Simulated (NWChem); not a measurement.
# GeO (SMILES [O]=[Ge]): LC-BLYP/6-311+G(d,p)/LANL2DZ (core potential)

What is the vertical electron affinity of GeO at LC-BLYP/6-311+G**/LANL2DZ (core potential)? 

Program for the calculation: NWChem 7.3.0.

5 further runs of the same task are left out: 2 that didn't finish, 3 set aside as unsound or not needed.

### Step 1. The structure to begin with

The species is GeO (2 atoms), meant as a singlet with charge 0. As SMILES, `[O]=[Ge]`. The shape comes from GFN2-xTB, which is rough for such elements, and wasn't checked as a minimum.

Bond lengths: O1–Ge2 1.576 Å.

### Step 2. A single-point energy at LC-BLYP/6-311+G(d,p)/LANL2DZ (core potential)

File geo.nw:

```
start geo
memory total 2200 mb
charge 0
geometry units angstrom
 zmatrix
   O
   Ge 1 1.57649
 end
end
basis spherical bse
 * library 6-311+G** except Ge
 Ge library LANL2DZ
end
ecp bse
 Ge library LANL2DZ
end
dft
 xc xcamb88 1.00 lyp 1.0 hfexch 1.00
 cam 0.33 cam_alpha 0.0 cam_beta 1.0
 grid xfine
 convergence energy 1e-07
 direct
 maxiter 150
 mulliken
end
task dft energy
```

Run with:

```sh
$ nwchem geo.nw > geo.out
```

Log:

```text
[...]
 Group name             C4v
[...]
          Wavefunction type:  closed shell.
          No. of atoms     :     2
          No. of electrons :    12
[...]
          Charge           :     0
          Spin multiplicity:     1
[...]
          AO basis - number of functions:    30
[...]
              XC Information
              --------------
                     Hartree-Fock (Exact) Exchange  1.000
                   CAM-Becke88 Exchange Functional  1.000
              Lee-Yang-Parr Correlation Functional  1.000
[...]
 d= 0,ls=0.0,diis     1    -78.6720294377 -8.94D+01  7.87D-02  1.24D+00     0.2
[...]
 d= 0,ls=0.0,diis     8    -78.8470357352 -8.73D-09  3.37D-06  2.07D-08     0.9
         Total DFT energy =      -78.847035735177
      One electron energy =     -130.881869877944
           Coulomb energy =       50.762939030741
    Exchange-Corr. energy =       -9.469480962665
 Nuclear repulsion energy =       10.741376074691
[...]
      Total Density - Mulliken Population Analysis
     ---------------------------------------------
    Atom       Charge   Shell Charges
 -----------   ------   -------------------------------------------------------
    1 O    8     8.78   1.08  0.91  0.96  1.02  1.95  0.89  1.75  0.08  0.12  0.01
    2 Ge   4     3.22   0.39  1.49  0.96  0.37
[...]
```

Run time: 1.4 s. Hardware: 1 thread of AMD EPYC 7B13 (Zen 3), shared host; peak memory 0.11 GiB.

### Step 3. The doublet anion

File geo.nw:

```
start geo
title "GeO"
memory 2200 mb
charge -1

geometry noautosym nocenter noautoz
  O     0.000000    0.000000    0.000000
  Ge    0.000000    0.000000    1.576490
end

basis spherical bse
  * library 6-311+G** except Ge
  Ge library LANL2DZ
end

ecp bse
  Ge library LANL2DZ
end

dft
  xc xcamb88 1.00 lyp 1.0 hfexch 1.00
  cam 0.33 cam_alpha 0.0 cam_beta 1.0
  mult 2
  grid xfine
  convergence energy 1e-07
  direct
  maxiter 150
  mulliken
  noprint "final vectors analysis"
end

task dft energy
```

Run with:

```sh
$ nwchem geo.nw > geo.out
```

Log:

```text
[...]
          Wavefunction type:  spin polarized.
          No. of atoms     :     2
          No. of electrons :    13
[...]
          Charge           :    -1
          Spin multiplicity:     2
[...]
          AO basis - number of functions:    30
[...]
              XC Information
              --------------
                     Hartree-Fock (Exact) Exchange  1.000
                   CAM-Becke88 Exchange Functional  1.000
              Lee-Yang-Parr Correlation Functional  1.000
[...]
 d= 0,ls=0.0,diis     1    -78.5776334444 -8.93D+01  3.24D-02  8.89D-01     0.5
[...]
 d= 0,ls=0.0,diis     8    -78.8372284607 -9.29D-08  8.05D-06  3.12D-07     2.9
[...]
         Total DFT energy =      -78.837228460700
      One electron energy =     -133.913478315015
           Coulomb energy =       54.051308194389
    Exchange-Corr. energy =       -9.716434414765
 Nuclear repulsion energy =       10.741376074691
[...]
      Total Density - Mulliken Population Analysis
     ---------------------------------------------
    Atom       Charge   Shell Charges
 -----------   ------   -------------------------------------------------------
    1 O    8     9.18   1.08  0.91  0.98  1.00  1.98  0.88  1.78  0.26  0.31  0.01
    2 Ge   4     3.82   0.36  1.20  1.07  1.18
[...]
      <S2> =      0.7518 (Exact =     0.7500)
[...]
```

Wall time 3.6 s (1 thread of AMD EPYC 7B13 (Zen 3), shared host); peak memory 0.12 GiB.

### Step 4. Outcome

At LC-BLYP/6-311+G**/LANL2DZ (core potential):

```
                                         quantity         value
                        singlet GeO: total energy  -78.84704 Eh
                       singlet GeO: dipole moment        3.60 D
                         singlet GeO: HOMO energy     -10.78 eV
                         singlet GeO: LUMO energy       0.03 eV
                       singlet GeO: HOMO–LUMO gap      10.82 eV
                      doublet anion: total energy  -78.83723 Eh
                              doublet anion: ⟨S²⟩         0.752
vertical electron affinity (to the doublet anion)     -0.267 eV
```

The anion lies 0.27 eV (6.2 kcal/mol) above the neutral: the electron isn't bound at this level, and such a value depends on the basis.
